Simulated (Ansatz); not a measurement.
# BaBi6O10: the cost of one run

Method: DFT PBE, scalar-relativistic, plane waves, PAW, in Ansatz 0.2.0.

## (1) The structure to begin with

The cell holds 17 atoms (BaBi6O10): a = 6.915 Å, b = 6.554 Å, c = 6.709 Å, α = 89.03°, β = 95.07°, γ = 83.79°.

It is the last frame of an earlier stage of the same melt, run at 3400 K.

Structure file:

```cif
data_structure
_symmetry_space_group_name_H-M 'P 1'
_symmetry_Int_Tables_number 1
_cell_length_a 6.9152
_cell_length_b 6.5538
_cell_length_c 6.7094
_cell_angle_alpha 89.030
_cell_angle_beta 95.069
_cell_angle_gamma 83.788
_cell_volume 301.00
loop_
_atom_site_label
_atom_site_type_symbol
_atom_site_fract_x
_atom_site_fract_y
_atom_site_fract_z
_atom_site_occupancy
Bi1 Bi 0.41388 0.90741 0.00937 1
Bi2 Bi 0.54998 0.00476 0.52095 1
Bi3 Bi 0.55577 0.41095 0.93413 1
Bi4 Bi 0.96556 0.14473 0.20525 1
Bi5 Bi 0.38307 0.55336 0.42624 1
Bi6 Bi 0.88303 0.60901 0.34402 1
O1 O 0.84431 0.45096 0.95581 1
O2 O 0.36437 0.31656 0.11081 1
O3 O 0.31655 0.00375 0.30958 1
O4 O 0.14294 0.42887 0.44335 1
O5 O 0.12034 0.89773 0.47596 1
O6 O 0.52693 0.74196 0.75038 1
O7 O 0.06135 0.77733 0.13969 1
O8 O 0.44478 0.14653 0.77292 1
O9 O 0.81524 0.60223 0.65319 1
O10 O 0.70286 0.08241 0.06065 1
Ba1 Ba 0.00295 0.13648 0.72087 1
```

## (2) A single point on the frame at 3400 K

The electrons keep the Fermi-Dirac width of that temperature.

Contents of input.yaml:

```yaml
crystal:
  lattice:
    - [6.89885, 0.366311, -0.303162]
    - [0.366311, 6.543281, 0.06456]
    - [-0.303162, 0.06456, 6.702222]
  atoms:
    - { symbol: Bi, position: [0.4138771455, 0.9074064041, 0.0093688471] }
    - { symbol: Bi, position: [0.5499830646, 0.0047610853, 0.5209462274] }
    - { symbol: Bi, position: [0.5557724765, 0.4109482104, 0.9341334136] }
    - { symbol: Bi, position: [0.9655648482, 0.1447270789, 0.2052495396] }
    - { symbol: Bi, position: [0.3830714337, 0.5533556455, 0.4262421246] }
    - { symbol: Bi, position: [0.8830267472, 0.6090103681, 0.3440170948] }
    - { symbol: O, position: [0.8443128201, 0.4509639298, 0.9558090733] }
    - { symbol: O, position: [0.3643736544, 0.3165582921, 0.1108094425] }
    - { symbol: O, position: [0.3165503062, 0.0037452825, 0.309576725] }
    - { symbol: O, position: [0.1429368685, 0.4288719882, 0.4433525112] }
    - { symbol: O, position: [0.1203418188, 0.8977329817, 0.4759627184] }
    - { symbol: O, position: [0.5269280067, 0.7419575562, 0.7503760159] }
    - { symbol: O, position: [0.0613549811, 0.7773275557, 0.1396894173] }
    - { symbol: O, position: [0.4447804567, 0.1465312236, 0.7729164804] }
    - { symbol: O, position: [0.815238357, 0.6022305446, 0.6531926551] }
    - { symbol: O, position: [0.7028594155, 0.08241093, 0.0606483445] }
    - { symbol: Ba, position: [0.0029477455, 0.1364831785, 0.7208664306] }
basis:
  ecutwfc: 420
kpoints:
  mp_grid: { grid: [3, 3, 3] }
hamiltonian:
  xc: pbe
scf:
  occupations: { method: fermi_dirac, width: 0.293 }
output:
  forces: true
  stress: true
  eigenvalues: true
  populations: true
  write_density: true
  write_potential: true
  elf: true
  volumetric_format: npy
```

The run is started by

```sh
ansatz run input.yaml --threads 2 --pin off --max-ram 5120MiB --backend cpu --events-out ev --progress --plain --runs-dir out
```

What time and memory should one allow on 2 threads of Intel Xeon Platinum 8375C at 2.90GHz (Ice Lake), shared host?

About 31 s, with a peak of 0.91 GiB.
